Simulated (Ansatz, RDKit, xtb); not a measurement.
# C2H10N2Si: ranking a sample of isomers

Which of a sample of isomers of C2H10N2Si is the most stable in the gas at 298.15 K, and what are its properties? The sample is small against all isomers, and the most stable one of this formula need not be in it.

Plan: many cheap relaxations first (GFN2-xTB), then density-functional screening, relaxation at PBE0-D3(BJ)/def2-SVP, vibrations (at GFN2-xTB) and a final energy. The numbers are computed, not measured.

## (1) Candidates

Isomers were taken from a list of plausible structures; this is a sample, not all of them. That gives 4 candidates.

| label | SMILES | spin |
| --- | --- | --- |
| c173 | NC[SiH2]CN | singlet |
| c235 | C[SiH2]C(N)N | singlet |
| c282 | C[Si@@H](N)CN | singlet |
| c755 | C[Si](C)(N)N | singlet |

Candidates are built by distance geometry, with a force field where one applies, in up to four conformers (letters a to d).

**Question.** With final energies at CCSD(T)/def2-SVP + MP2/def2-TZVPP - MP2/def2-SVP, which structure will this search put lowest in free energy, and by what margin?

| quantity | value |
| --- | --- |
| lowest structure found | C[Si](C)(N)N, singlet |
| next finalist | C[Si@@H](N)CN, singlet, 38.1 kcal/mol higher in G |
| share at equilibrium, among the finalists | 100.0 % |

The search ends on `C[Si](C)(N)N`. The margin of 38.1 kcal/mol over the next finalist is beyond the usual error of the last level; it says nothing of structures that weren't ranked. GFN2-xTB, HF/STO-3G, r2SCAN-D4/def2-SVP, PBE0-D3(BJ)/def2-SVP, HF/def2-SVP and MP2/def2-SVP already put its bonding pattern lowest among the structures in one piece. 4 minima inside the window were never screened. The search is not exhaustive (a finite list of starts, one conformer a finalist), so a lower isomer can't be ruled out. Only 4 drawn patterns were tried, so whole families of isomers are missing, and the result ranks this sample alone.
